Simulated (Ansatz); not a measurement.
Born–Oppenheimer molecular dynamics of a periodic cell of 40 atoms, K3AsF6 (host K3AsF6, host structure Fm-3m). It goes on from the last frame of an earlier run, with new velocities.

Method: Ansatz, DFT r2SCAN, scalar-relativistic, plane waves, PAW. Settings: accuracy low, cutoff 500 eV, k mesh 1x1x1, fermi-dirac smearing 0.05 eV, no spin polarisation.

```
ensemble                      : NVE (velocity Verlet)
time step                     : 2 fs
steps asked                   : 300
starting velocities drawn for : 1950 K
seed                          : 480439
```

Frames 4 fs apart, positions in Å, forces in eV/Å.

Velocities at 180.0 fs (Å/ps):

```
K 4.04 -1.12 -5.07
K -7.50 -0.25 -2.49
K 2.44 1.47 -2.11
As 1.57 0.01 3.43
F -6.91 6.14 -1.55
F -9.26 -6.74 -2.84
F -20.59 -5.63 1.78
F 5.72 -1.51 16.70
F -7.78 -18.48 4.88
F 13.23 6.88 -5.48
K -4.16 4.56 -7.88
K 7.83 -1.38 2.16
K -3.58 3.22 -8.93
As 10.83 -2.97 -2.96
F -7.52 -20.73 0.95
F -4.64 -5.15 6.76
F 11.86 13.08 12.46
F -0.28 -3.73 -14.12
F -8.84 2.88 8.41
F -1.62 -4.80 2.77
K 1.34 6.13 -9.71
K -3.27 10.52 1.61
K 2.79 -7.75 1.48
As 4.11 1.05 -2.40
F -8.02 16.71 -7.63
F 5.49 9.39 -4.79
F -13.13 -3.80 2.31
F -7.91 -5.14 -11.63
F 11.00 7.62 11.32
F -0.20 23.11 -3.29
K 4.96 -10.77 -2.70
K -3.15 0.12 2.50
K -3.18 6.74 5.57
As -5.22 -4.57 1.38
F 13.88 3.69 2.56
F -3.96 -4.03 16.87
F 4.19 -2.65 7.84
F -0.62 2.04 13.19
F 2.37 -5.29 -3.74
F -8.04 -1.91 1.05
```

```xyz
40
Lattice="9.1677 0.0000 0.0000 0.0000 9.1677 0.0000 0.0000 0.0000 9.1677" Properties=species:S:1:pos:R:3:forces:R:3 time_fs=180.0 energy_less_start_eV=1.245 T=1704
K 2.352 2.019 2.441 -0.44 0.42 0.38
K 8.124 7.566 5.531 -0.94 -0.31 0.87
K 4.944 3.999 5.688 0.11 1.15 0.05
As -0.316 0.156 0.551 1.77 1.54 -2.05
F 6.358 3.932 0.974 -0.63 1.14 -0.87
F 7.152 4.378 4.622 1.17 -0.06 -0.48
F 3.062 4.580 7.659 0.58 0.26 0.34
F 3.886 2.551 4.560 -1.07 -1.85 -0.74
F 3.904 7.325 3.917 0.85 -1.24 -1.12
F 2.220 5.348 3.815 -0.89 -0.53 0.57
K 6.495 7.439 1.906 -0.31 -0.30 0.18
K 2.314 2.394 7.377 -0.57 -0.96 0.17
K 0.564 0.513 4.843 -0.48 0.57 -0.17
As 4.750 4.424 -0.143 -0.35 -3.00 1.23
F 0.372 0.304 2.355 -0.52 -0.41 0.00
F 2.659 -0.419 5.210 1.48 0.92 -0.02
F -0.053 0.262 7.300 -0.54 0.04 -0.54
F -0.516 5.999 3.061 -0.31 -0.06 0.49
F 0.154 2.793 5.231 0.09 0.92 0.00
F 6.846 0.825 4.831 0.33 -0.50 -0.09
K 7.396 2.450 6.859 0.25 -0.64 0.37
K 2.337 6.285 1.614 -0.65 0.07 0.27
K -0.709 4.791 0.141 0.54 0.13 -0.08
As 4.532 -0.368 4.544 -1.10 1.34 1.62
F -0.241 5.931 7.130 0.36 -0.28 -0.49
F 3.971 2.711 0.948 -0.38 0.61 0.02
F 0.013 3.584 2.858 -0.27 0.30 0.52
F 0.190 2.368 0.307 -0.28 -0.25 -0.09
F -0.600 7.364 0.630 0.41 0.13 0.19
F 5.657 5.091 -1.509 1.21 0.60 0.18
K 2.421 6.520 6.334 -0.29 -0.16 -0.02
K 6.516 2.385 2.788 -0.37 -0.54 0.09
K 4.106 -0.153 0.269 0.28 1.00 -0.73
As -0.090 4.588 4.330 0.47 0.10 -0.41
F 5.006 -1.346 6.182 -0.26 0.33 -0.88
F 6.899 0.584 0.769 -0.78 -0.29 0.55
F 4.286 0.429 2.601 0.24 -1.00 0.93
F 4.422 6.650 0.505 0.56 0.06 0.06
F 5.180 2.628 -0.989 -0.11 1.45 -0.98
F 1.561 0.156 0.021 0.84 -0.68 0.66
40
Lattice="9.1677 0.0000 0.0000 0.0000 9.1677 0.0000 0.0000 0.0000 9.1677" Properties=species:S:1:pos:R:3:forces:R:3 time_fs=184.0 energy_less_start_eV=1.401 T=1673
K 2.368 2.015 2.421 -0.45 0.41 0.37
K 8.092 7.565 5.523 -0.91 -0.14 0.75
K 4.954 4.008 5.679 0.14 1.50 0.35
As -0.308 0.157 0.562 1.38 1.38 -2.35
F 6.328 3.961 0.964 -0.36 0.96 -0.77
F 7.120 4.351 4.608 1.46 0.01 -0.49
F 2.982 4.559 7.668 0.70 0.40 0.36
F 3.904 2.537 4.624 -1.25 -2.16 -0.97
F 3.877 7.248 3.932 1.48 0.37 -0.56
F 2.269 5.373 3.796 -1.06 -0.81 0.63
K 6.478 7.457 1.875 -0.24 -0.39 0.25
K 2.344 2.387 7.386 -0.63 -1.17 0.09
K 0.549 0.527 4.807 -0.36 0.43 0.08
As 4.793 4.409 -0.153 -0.80 -2.44 1.02
F 0.340 0.220 2.359 -0.22 -0.16 0.15
F 2.646 -0.436 5.236 1.56 0.97 -0.17
F -0.008 0.315 7.347 -0.68 0.03 -0.86
F -0.519 5.983 3.007 -0.28 -0.27 0.79
F 0.119 2.808 5.264 0.22 0.93 -0.22
F 6.841 0.804 4.841 0.27 -0.43 -0.17
K 7.402 2.473 6.821 0.15 -0.73 0.54
K 2.323 6.327 1.621 -0.67 0.09 0.23
K -0.697 4.761 0.147 0.59 0.31 -0.17
As 4.547 -0.362 4.536 -1.70 -0.19 1.58
F -0.272 5.996 7.098 0.37 -0.51 -0.30
F 3.991 2.751 0.929 -0.43 0.43 0.23
F -0.040 3.570 2.870 -0.12 0.03 0.44
F 0.158 2.347 0.260 -0.16 0.00 0.10
F -0.555 7.394 0.676 0.40 -0.07 0.07
F 5.661 5.186 -1.521 1.05 0.15 0.25
K 2.441 6.477 6.323 -0.28 -0.01 -0.11
K 6.502 2.384 2.799 -0.36 -0.53 0.02
K 4.094 -0.125 0.290 0.32 0.80 -0.78
As -0.110 4.570 4.335 0.20 0.48 -0.60
F 5.061 -1.329 6.189 -0.31 0.40 -1.00
F 6.879 0.567 0.839 -0.94 -0.19 0.55
F 4.304 0.414 2.636 0.13 -0.85 0.73
F 4.422 6.658 0.558 0.56 0.06 0.02
F 5.190 2.613 -1.008 0.06 1.57 -0.97
F 1.533 0.145 0.029 1.16 -0.68 0.89
40
Lattice="9.1677 0.0000 0.0000 0.0000 9.1677 0.0000 0.0000 0.0000 9.1677" Properties=species:S:1:pos:R:3:forces:R:3 time_fs=188.0 energy_less_start_eV=1.657 T=1623
K 2.381 2.013 2.403 -0.43 0.40 0.38
K 8.056 7.563 5.518 -0.92 0.04 0.57
K 4.964 4.022 5.673 0.03 1.65 0.46
As -0.297 0.162 0.569 0.93 1.14 -2.47
F 6.295 3.998 0.948 0.10 0.70 -0.51
F 7.100 4.324 4.591 1.60 0.07 -0.46
F 2.908 4.541 7.679 0.68 0.49 0.36
F 3.912 2.506 4.680 -1.25 -2.20 -1.00
F 3.862 7.174 3.943 1.85 1.42 -0.24
F 2.310 5.392 3.781 -1.21 -1.09 0.64
K 6.459 7.473 1.845 -0.13 -0.52 0.34
K 2.372 2.374 7.396 -0.65 -1.33 -0.01
K 0.532 0.543 4.771 -0.23 0.30 0.30
As 4.834 4.389 -0.162 -1.33 -1.67 0.56
F 0.306 0.134 2.364 0.03 0.10 0.25
F 2.646 -0.445 5.262 1.50 0.98 -0.30
F 0.032 0.367 7.387 -0.78 0.01 -1.10
F -0.523 5.966 2.959 -0.27 -0.41 0.99
F 0.086 2.831 5.296 0.41 0.85 -0.43
F 6.838 0.779 4.851 0.25 -0.31 -0.25
K 7.408 2.494 6.785 0.00 -0.83 0.72
K 2.306 6.369 1.628 -0.67 0.10 0.20
K -0.682 4.731 0.152 0.62 0.47 -0.22
As 4.559 -0.358 4.532 -1.92 -1.11 1.77
F -0.300 6.058 7.063 0.43 -0.75 -0.07
F 4.008 2.794 0.912 -0.44 0.23 0.38
F -0.095 3.556 2.884 0.02 -0.28 0.25
F 0.123 2.326 0.214 -0.03 0.23 0.27
F -0.506 7.425 0.722 0.36 -0.22 -0.11
F 5.673 5.282 -1.532 0.89 -0.29 0.36
K 2.459 6.434 6.312 -0.27 0.14 -0.21
K 6.487 2.381 2.809 -0.35 -0.52 -0.04
K 4.083 -0.093 0.307 0.39 0.59 -0.78
As -0.130 4.553 4.339 0.03 0.92 -0.65
F 5.112 -1.310 6.187 -0.35 0.40 -1.00
F 6.853 0.548 0.913 -0.96 -0.04 0.48
F 4.322 0.393 2.677 -0.03 -0.63 0.37
F 4.426 6.667 0.611 0.50 0.04 -0.04
F 5.199 2.611 -1.035 0.19 1.55 -0.87
F 1.514 0.129 0.043 1.38 -0.64 1.08
40
Lattice="9.1677 0.0000 0.0000 0.0000 9.1677 0.0000 0.0000 0.0000 9.1677" Properties=species:S:1:pos:R:3:forces:R:3 time_fs=192.0 energy_less_start_eV=1.942 T=1566
K 2.393 2.013 2.387 -0.39 0.39 0.42
K 8.017 7.561 5.515 -0.96 0.24 0.34
K 4.975 4.043 5.668 -0.21 1.55 0.38
As -0.284 0.169 0.571 0.48 0.81 -2.37
F 6.264 4.040 0.928 0.79 0.37 -0.02
F 7.093 4.298 4.570 1.57 0.12 -0.39
F 2.839 4.527 7.693 0.58 0.50 0.37
F 3.910 2.457 4.727 -1.06 -1.95 -0.85
F 3.862 7.111 3.952 2.02 2.03 -0.05
F 2.341 5.401 3.772 -1.32 -1.34 0.59
K 6.441 7.487 1.816 0.02 -0.69 0.46
K 2.397 2.357 7.405 -0.64 -1.39 -0.10
K 0.514 0.559 4.737 -0.11 0.20 0.48
As 4.872 4.366 -0.169 -2.08 -0.76 -0.13
F 0.273 0.049 2.372 0.24 0.41 0.29
F 2.659 -0.446 5.285 1.36 0.92 -0.41
F 0.065 0.420 7.419 -0.81 -0.02 -1.21
F -0.530 5.945 2.919 -0.27 -0.49 1.08
F 0.057 2.861 5.324 0.64 0.67 -0.61
F 6.837 0.752 4.858 0.27 -0.16 -0.31
K 7.415 2.511 6.752 -0.19 -0.93 0.91
K 2.286 6.412 1.637 -0.64 0.10 0.20
K -0.665 4.703 0.156 0.64 0.61 -0.26
As 4.567 -0.355 4.531 -1.87 -1.57 2.09
F -0.324 6.113 7.027 0.54 -0.99 0.17
F 4.021 2.839 0.898 -0.40 0.02 0.49
F -0.149 3.539 2.901 0.15 -0.58 0.02
F 0.089 2.306 0.171 0.10 0.43 0.42
F -0.454 7.453 0.768 0.28 -0.36 -0.37
F 5.693 5.375 -1.539 0.78 -0.67 0.44
K 2.476 6.391 6.300 -0.27 0.29 -0.29
K 6.471 2.377 2.819 -0.35 -0.52 -0.08
K 4.074 -0.058 0.322 0.47 0.38 -0.76
As -0.150 4.538 4.342 -0.03 1.38 -0.61
F 5.162 -1.288 6.178 -0.37 0.32 -0.89
F 6.818 0.529 0.991 -0.85 0.18 0.34
F 4.341 0.366 2.721 -0.21 -0.38 -0.15
F 4.434 6.676 0.664 0.35 0.01 -0.12
F 5.211 2.621 -1.069 0.29 1.42 -0.70
F 1.506 0.108 0.066 1.48 -0.56 1.18
40
Lattice="9.1677 0.0000 0.0000 0.0000 9.1677 0.0000 0.0000 0.0000 9.1677" Properties=species:S:1:pos:R:3:forces:R:3 time_fs=196.0 energy_less_start_eV=2.244 T=1506
K 2.403 2.014 2.372 -0.36 0.38 0.48
K 7.975 7.560 5.513 -1.02 0.41 0.09
K 4.985 4.069 5.664 -0.50 1.28 0.19
As -0.271 0.177 0.568 0.13 0.41 -2.08
F 6.238 4.086 0.908 1.66 0.03 0.69
F 7.098 4.272 4.546 1.36 0.16 -0.27
F 2.775 4.516 7.711 0.45 0.43 0.38
F 3.900 2.392 4.768 -0.77 -1.48 -0.62
F 3.878 7.064 3.960 2.03 2.32 0.06
F 2.361 5.400 3.768 -1.36 -1.48 0.52
K 6.422 7.498 1.789 0.22 -0.91 0.61
K 2.419 2.334 7.414 -0.62 -1.35 -0.20
K 0.496 0.577 4.704 -0.02 0.12 0.63
As 4.907 4.341 -0.177 -3.02 0.22 -1.00
F 0.241 -0.032 2.381 0.40 0.81 0.31
F 2.682 -0.439 5.305 1.15 0.82 -0.46
F 0.092 0.473 7.440 -0.77 -0.09 -1.17
F -0.539 5.920 2.888 -0.28 -0.52 1.09
F 0.032 2.896 5.347 0.90 0.41 -0.72
F 6.838 0.724 4.862 0.34 0.03 -0.34
K 7.420 2.524 6.722 -0.39 -1.04 1.09
K 2.264 6.456 1.647 -0.57 0.09 0.21
K -0.645 4.678 0.159 0.64 0.73 -0.28
As 4.571 -0.356 4.534 -1.67 -1.74 2.42
F -0.343 6.160 6.994 0.68 -1.21 0.41
F 4.031 2.885 0.888 -0.33 -0.21 0.54
F -0.202 3.518 2.918 0.28 -0.83 -0.20
F 0.056 2.290 0.131 0.21 0.56 0.55
F -0.400 7.479 0.810 0.13 -0.51 -0.73
F 5.719 5.463 -1.543 0.68 -0.97 0.46
K 2.492 6.349 6.286 -0.28 0.44 -0.37
K 6.454 2.370 2.829 -0.35 -0.54 -0.09
K 4.066 -0.022 0.334 0.57 0.17 -0.70
As -0.170 4.526 4.343 0.04 1.83 -0.61
F 5.208 -1.262 6.161 -0.38 0.16 -0.66
F 6.777 0.511 1.072 -0.64 0.46 0.11
F 4.357 0.337 2.763 -0.43 -0.10 -0.79
F 4.446 6.686 0.716 0.13 -0.04 -0.21
F 5.224 2.642 -1.108 0.36 1.18 -0.49
F 1.510 0.083 0.099 1.40 -0.42 1.17
```

Of the whole run (600 fs, mean temperature of the second half 1524 K): The conserved energy stayed within 0.33 meV per atom of its start (net change 0.13 meV per atom), so the integration is sound. A run of 0.6 ps of so small a system gives no equilibrium averages. Limits of this set-up: coarse k mesh, low accuracy level.

Run time: 30 min on 4 threads of Intel(R) Xeon(R) Platinum 8488C (Sapphire Rapids) (shared host), peak memory 1.7 GiB.
